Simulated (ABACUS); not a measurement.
The system is BiTe.

```
Bi Te
1.0
     0.00000    3.23500    3.23500
     3.23500    0.00000    3.23500
     3.23500    3.23500    0.00000
Bi Te
1 1
Cartesian
  0.0000 0.0000 0.0000
  3.2350 3.2350 3.2350
```

```yaml
Program: ABACUS 3.10.1
Task: single point
Functional: PBE
Potentials_or_basis: PseudoDojo NC SR 0.4.1 PBE standard
Cutoff: 1361 eV
Density_cutoff: 5442 eV
Basis: DZP LCAO (the cutoffs set its grid)
k_mesh: 7 × 7 × 7
Occupations: fermi-dirac, width 0.05 eV
Spin: no spin polarisation
```

On this cell: pressure 1.9 GPa; largest force zero by symmetry; band gap on the k mesh none (metal or under the smearing width).

The same run follows on a disturbed copy (atoms moved at random, drawn with an rms of 0.05 Å):

```xyz
2
Lattice="0.0000 3.2350 3.2350 3.2350 0.0000 3.2350 3.2350 3.2350 0.0000" Properties=species:S:1:pos:R:3 pbc="T T T"
Bi    0.0486    0.0219   -0.0837
Te    3.2170    3.2295    3.1974
```

Problem. What does the disturbed cell give?

Solution. The energy (extrapolated to zero smearing) moves by +6.2 meV/atom; pressure 2.1 GPa; largest force 0.290 eV/Å; band gap on the k mesh none (metal or under the smearing width).

Forces on the atoms (eV/Å):
```
Bi  -0.227 -0.092  0.155
Te   0.227  0.092 -0.155
```

Stress tensor (GPa, compression positive):
```
 2.14 -0.06  0.10
-0.06  2.04  0.04
 0.10  0.04  2.08
```

Caveats: the atomic orbitals were generated for these runs and aren't a published set; spin-orbit coupling is left out, which moves the levels of the heavy elements; the basis of atomic orbitals isn't converged, which shifts pressures, moduli and gaps.
